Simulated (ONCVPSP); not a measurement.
# An ONCV potential for copper, from input to tests

Aim: build the potential from the settings below, then test how well it stands in for the atom: other configurations, scattering, ghost states and the plane-wave cutoff that it needs.

The numbers are computed with ONCVPSP 4.0.1.1 (patched build) (LDA (Perdew-Wang 92), scalar-relativistic, spin-unpolarised reference atom).

## Step 1: Starting point

The settings as typed:

* element: copper (Cu, Z = 29)
* type: optimised norm-conserving Vanderbilt (ONCV)
* frozen core: [Ne]
* valence charge: 19
* reference configuration: 3s2 3p6 3d10 4s1
* partial waves: 3s+4s: rc 1.05 bohr, ncon 3, nbas 8, qcut 12.8 1/bohr, 2 projectors; 3p: rc 0.90 bohr, ncon 3, nbas 6, qcut 17.9 1/bohr, 2 projectors, debl 2.8 Ha; 3d: rc 1.15 bohr, ncon 3, nbas 8, qcut 12.1 1/bohr, 2 projectors, debl 1 Ha
* local potential: polynomial inside 0.75 bohr (lpopt 3, dvloc0 -1 Ha)
* core correction: not asked for

## Step 2: Generating the potential

Input file Cu.dat:

```
# ATOM AND REFERENCE CONFIGURATION
# atsym  z   nc   nv     iexc    psfile
  Cu 29.00    3    4  -001012      upf
#
#   n    l    f
    1    0    2.00
    2    0    2.00
    2    1    6.00
    3    0    2.00
    3    1    6.00
    3    2   10.00
    4    0    1.00
#
# PSEUDOPOTENTIAL AND OPTIMIZATION
# lmax
    2
#
#   l,   rc,      ep,       ncon, nbas, qcut
    0    1.05    0.00    3    8   12.80
    1    0.90    0.00    3    6   17.90
    2    1.15    0.00    3    8   12.10
#
# LOCAL POTENTIAL
# lloc, lpopt,  rc(5),   dvloc0
    4    3    0.75   -1.00
#
# VANDERBILT-KLEINMAN-BYLANDER PROJECTORs
# l, nproj, debl
    0    2    3.40
    1    2    2.80
    2    2    1.00
#
# MODEL CORE CHARGE
# icmod, fcfact, rcfact
    0    0.00    0.00
#
# LOG DERIVATIVE ANALYSIS
# epsh1, epsh2, depsh
   -6.00    5.00    0.04
#
# OUTPUT GRID
# rlmax, drl
    6.00    0.01
#
# TEST CONFIGURATIONS
# ncnf
    4
# nvcnf
#   n    l    f
    4
    3    0    2.00
    3    1    6.00
    3    2   10.00
    4    0    0.00
#
    4
    3    0    2.00
    3    1    6.00
    3    2    9.00
    4    0    0.00
#
    4
    3    0    2.00
    3    1    6.00
    3    2    8.00
    4    0    0.00
#
    4
    3    0    2.00
    3    1    6.00
    3    2   10.00
    4    0    0.50
#
```

Started as:

```bash
$ oncvpsp.x < Cu.dat > Cu.out
```

Q: Predict the outcome of this session. Wanted: cutoffs for 1 and 0.1 mHa per electron, occupied waves; bound ghosts; GHOST(+) flags; largest test error; largest phase difference near zero energy, channels read.

As calculated:

```
                                                quantity                                            value
  cutoffs for 1 and 0.1 mHa per electron, occupied waves                                 81 Ha and 104 Ha
                                            bound ghosts                                       none found
                                          GHOST(+) flags                               none at low energy
                            largest test error (AE − PS)  -4.9 meV, for 3s2 3p6 3d9 4s0 (1 test unsolved)
largest phase difference near zero energy, channels read                                        0.000 rad
```

The worst unpolarised test, 3s2 3p6 3d9 4s0, is off by 4.9 meV on 30.1 eV; by total energies transferability rates as very good where solved. Of the tests 1 gave no usable energy difference, which is a warning in itself. It counts as very hard, with 81 Ha needed at the looser tolerance. At the looser tolerance the 3p wave is the slowest; 3d needs 62 Ha. No bound ghost shows below the valence levels. Near zero energy the phases of the channels with partial waves agree within 0.001 rad.
